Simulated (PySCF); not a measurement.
# A workflow on CH3AlF2O (SMILES C[O][Al]([F])[F])

Wanted: a series of 9 runs (PBE0-D4/def2-TZVP, MP2/def2-TZVPP, PBE-D4/def2-TZVPP, r2SCAN-D4/def2-TZVPP, B3LYP-D4/def2-TZVPP, PBE0-D4/def2-TZVPP, wB97M-V/def2-TZVPP, SVWN5/def2-TZVPP, and more) of CH3AlF2O. Input form: a Python script.

The results are computed with PySCF 2.14.0.

1 further run of the same task is left out (for a faulty analytic Hessian).

## 1. Starting point

The species is CH3AlF2O (8 atoms), meant as a singlet with charge 0. SMILES: `C[O][Al]([F])[F]`. All atoms were displaced at random from a relaxed shape. The run starts from this shape.

Bond lengths: C1–O2 1.513 Å, O2–Al3 1.650 Å, Al3–F4 1.672 Å, Al3–F5 1.597 Å, C1–H6 1.071 Å, C1–H7 1.095 Å, C1–H8 1.065 Å. Angles: C1–O2–Al3 134.8°, O2–Al3–F4 117.6°, O2–Al3–F5 123.1°, F4–Al3–F5 119.3°, O2–C1–H6 110.8°, O2–C1–H7 104.8°, O2–C1–H8 107.7°, H6–C1–H7 113.6°, H6–C1–H8 104.7°, H7–C1–H8 115.2°.

## 2. A geometry optimisation at PBE0-D4/def2-TZVP (density fitting with def2-universal-jkfit) (run 1)

input.xyz reads:

```xyz
8
CH3AlF2O
C     -0.224313     0.946111     0.910072
O     -0.455662    -0.369061     0.199803
Al     0.252375    -1.143036    -1.073467
F     -0.386734    -2.617240    -1.537332
F      1.524984    -0.565974    -1.846004
H      0.566328     1.496586     0.443234
H     -0.011960     0.669575     1.947763
H     -1.091625     1.547297     0.768717
```

calc.py reads:

```python
from pyscf import gto, dft
from pyscf.geomopt.geometric_solver import kernel as optimise

mol = gto.M(
    atom='input.xyz',
    basis='def2-tzvp',
    verbose=3,
    max_memory=1860,
)

calc0 = dft.RKS(mol, xc='pbe0')
calc0 = calc0.density_fit(auxbasis='def2-universal-jkfit')
calc0.grids.level = 4
calc0.max_cycle = 100
calc0.disp = 'd4'
calc0.conv_tol = 1e-09
converged, mol_eq = optimise(calc0, maxsteps=100)
print('converged:', converged)
print(mol_eq.tostring())

calc0.reset(mol_eq)
mol = mol_eq
calc0.kernel()
e_final = calc0.e_tot
print('E = %.10f Eh' % e_final)
```

On the command line:

```
OMP_NUM_THREADS=1 python calc.py
```

The log of the run:

```text
maxiter                   100
[... 38 lines left out ...]
> Will converge when all 5 criteria are reached:
[... 28 lines left out ...]
Step    0 : Gradient = 3.627e-02/6.206e-02 (rms/max) Energy = -557.1535286536
[... 52 lines left out ...]
converged SCF energy = -557.163579607009
[... 62 lines left out ...]
converged SCF energy = -557.163610508275
[... 62 lines left out ...]
converged SCF energy = -557.16361423722
[... 53 lines left out ...]
Converged! =D
[... 1 line left out ...]
converged: True
C          -0.22776336        0.88147204        0.85852514
O          -0.43227925       -0.32679166        0.17891969
Al          0.25736289       -1.14194467       -1.09344908
[... 4 lines of this table left out ...]
H          -1.12226027        1.50580788        0.77915501
converged SCF energy = -557.163614250231
E = -557.1636142502 Eh
```

It took 7.3 min on 1 thread of Arm Neoverse V2, shared host; peak memory 1.6 GiB.

The path in brief:

```csv
step,energy from the first frame kept (eV),largest force (eV/Å)
0,0.0000,3.1912
1,-0.2400,1.3057
2,-0.2722,0.1296
3,-0.2735,0.0648
4,-0.2739,0.0563
5,-0.2741,0.0333
6,-0.2743,0.0263
7,-0.2744,0.0230
8,-0.2744,0.0151
9,-0.2744,0.0084
10,-0.2744,0.0089
11,-0.2744,0.0074
```

After the run. Bond lengths: C1–O2 1.401 Å, O2–Al3 1.661 Å, Al3–F4 1.634 Å, Al3–F5 1.639 Å, C1–H6 1.095 Å, C1–H7 1.094 Å, C1–H8 1.094 Å. Angles: C1–O2–Al3 137.2°, O2–Al3–F4 119.6°, O2–Al3–F5 122.2°, F4–Al3–F5 118.2°, O2–C1–H6 112.5°, O2–C1–H7 109.7°, O2–C1–H8 109.7°, H6–C1–H7 108.4°, H6–C1–H8 108.4°, H7–C1–H8 108.1°.

## 3. The energy at MP2/def2-TZVPP (run 3)

run.py reads:

```python
# C[O][Al]([F])[F]
from pyscf import gto, mp

mol = gto.M(
    atom='''
C     -0.430410     1.665741     1.622377
O     -0.816889    -0.617547     0.338110
Al     0.486346    -2.157963    -2.066319
F     -0.660463    -4.893083    -2.926464
F      2.908039    -1.028880    -3.631330
H      1.177205     2.732287     0.873210
H     -0.085004     1.288274     3.624869
H     -2.120764     2.845565     1.472390
''',
    max_memory=1860,
    verbose=3,
    unit='bohr',
    charge=0,
    basis='def2-tzvpp',
)

myscf = mol.RHF()
myscf.conv_tol = 1e-10
myscf.kernel()
if not myscf.converged:
    myscf = myscf.newton().run(myscf.mo_coeff, myscf.mo_occ)

pt = mp.MP2(myscf, frozen=9).run()
etot = pt.e_tot
print('E(%s) = %.9f' % ('MP2', etot))
```

On the command line:

```
OMP_NUM_THREADS=1 python run.py
```

The log of the run:

```text
converged SCF energy = -555.629677664126
E(RMP2) = -556.612440281765  E_corr = -0.982762617638747
E(SCS-RMP2) = -556.594314466016  E_corr = -0.964636801890144
E(MP2) = -556.612440282
```

It took 80 s on 1 thread of Arm Neoverse V2, shared host; peak memory 1.8 GiB.

Runs 4 to 8 aren't shown in full; the table further down has their settings and results.

## 4. The energy at SVWN5/def2-TZVPP (run 9)

input.py reads:

```python
from pyscf import gto, dft

mol = gto.M(
    atom='''
C     -0.430410     1.665741     1.622377
O     -0.816889    -0.617547     0.338110
Al     0.486346    -2.157963    -2.066319
F     -0.660463    -4.893083    -2.926464
F      2.908039    -1.028880    -3.631330
H      1.177205     2.732287     0.873210
H     -0.085004     1.288274     3.624869
H     -2.120764     2.845565     1.472390
''',
    basis='def2-tzvpp',
    unit='bohr',
    max_memory=1860,
    verbose=3,
)

calc0 = dft.RKS(mol, xc='svwn')
calc0.conv_tol = 1e-10
calc0.grids.level = 5
calc0.kernel()
if not calc0.converged:
    calc0 = calc0.newton().run(calc0.mo_coeff, calc0.mo_occ)

e_tot = calc0.e_tot
print('Final energy', e_tot)
```

On the command line:

```
OMP_NUM_THREADS=1 python input.py
```

The log of the run:

```text
converged SCF energy = -554.380937626677
Final energy -554.380937626677
```

It took 86 s on 1 thread of Arm Neoverse V2, shared host; peak memory 0.36 GiB.

## 5. A single-point energy at HF/STO-3G (run 10)

input.py reads:

```python
# C[O][Al]([F])[F]
from pyscf import gto

mol = gto.Mole()
mol.atom = [
    ('C', (-0.227763, 0.881472, 0.858525)),
    ('O', (-0.432279, -0.326792, 0.178920)),
    ('Al', (0.257363, -1.141945, -1.093449)),
    ('F', (-0.349502, -2.589308, -1.548618)),
    ('F', (1.538868, -0.544460, -1.921617)),
    ('H', (0.622950, 1.445864, 0.462083)),
    ('H', (-0.044982, 0.681725, 1.918198)),
    ('H', (-1.122260, 1.505808, 0.779155)),
]
mol.max_memory = 1860
mol.basis = 'sto-3g'
mol.spin = 0
mol.verbose = 3
mol.build()

mf = mol.RHF()
mf.conv_tol = 1e-10
mf.kernel()
if not mf.converged:
    mf = mf.newton().run(mf.mo_coeff, mf.mo_occ)

energy = mf.e_tot
print('E = %.10f Eh' % energy)
```

On the command line:

```
OMP_NUM_THREADS=1 python input.py
```

The log of the run:

```text
converged SCF energy = -548.202692410871
E = -548.2026924109 Eh
```

It took 0.77 s on 1 thread of Arm Neoverse V2, shared host; peak memory 0.11 GiB.

## 6. The series

```csv
run,level,task,integral approximation,energy (Eh),dipole moment (D) of the reference,HOMO energy (eV),LUMO energy (eV),wall time
1,PBE0-D4/def2-TZVP (density fitting with def2-universal-jkfit),optimise,def2-universal-jkfit,-557.163614,2.11,-8.73,-0.95,7.3 min
3,MP2/def2-TZVPP,energy,none,-556.612440,2.22,-12.66,1.95,80 s
4,PBE-D4/def2-TZVPP,energy,none,-557.137702,2.04,-7.17,-1.85,1.8 min
5,r2SCAN-D4/def2-TZVPP (density fitting with def2-universal-jkfit),energy,def2-universal-jkfit,-557.431674,2.07,-7.49,-1.35,1.9 min
6,B3LYP-D4/def2-TZVPP,energy,none,-557.633706,2.12,-8.50,-1.31,1.7 min
7,PBE0-D4/def2-TZVPP,energy,none,-557.164810,2.10,-8.73,-0.96,1.7 min
8,wB97M-V/def2-TZVPP (density fitting with def2-universal-jkfit),energy,def2-universal-jkfit,-557.495104,2.09,-11.15,0.66,2.9 min
9,SVWN5/def2-TZVPP,energy,none,-554.380938,2.15,-7.34,-2.14,86 s
10,HF/STO-3G,energy,none,-548.202692,0.89,-8.46,10.29,0.77 s
```

## 7. What came out

| quantity | value |
| --- | --- |
| run 10, HF/STO-3G: total energy | -548.20269 Eh |
| run 10, HF/STO-3G: dipole moment | 0.89 D |
| run 10, HF/STO-3G: HOMO energy | -8.46 eV |
| run 10, HF/STO-3G: LUMO energy | 10.29 eV |
| run 10, HF/STO-3G: HOMO–LUMO gap | 18.75 eV |

In words: Over runs 4, 5, 6, 7, 8, 9, 10 the dipole moment (its size) runs from 0.89 D (HF/STO-3G) to 2.15 D (SVWN5/def2-TZVPP). The two ends differ in method and basis. Over runs 4, 5, 6, 7, 8, 9, 10 the HOMO–LUMO gap runs from 5.19 eV (SVWN5/def2-TZVPP) to 18.75 eV (HF/STO-3G). Totals of different functionals can't be ranked against each other. In run 10 the basis is minimal, so the values are rough. All runs together took 20 min, the longest 7.3 min.
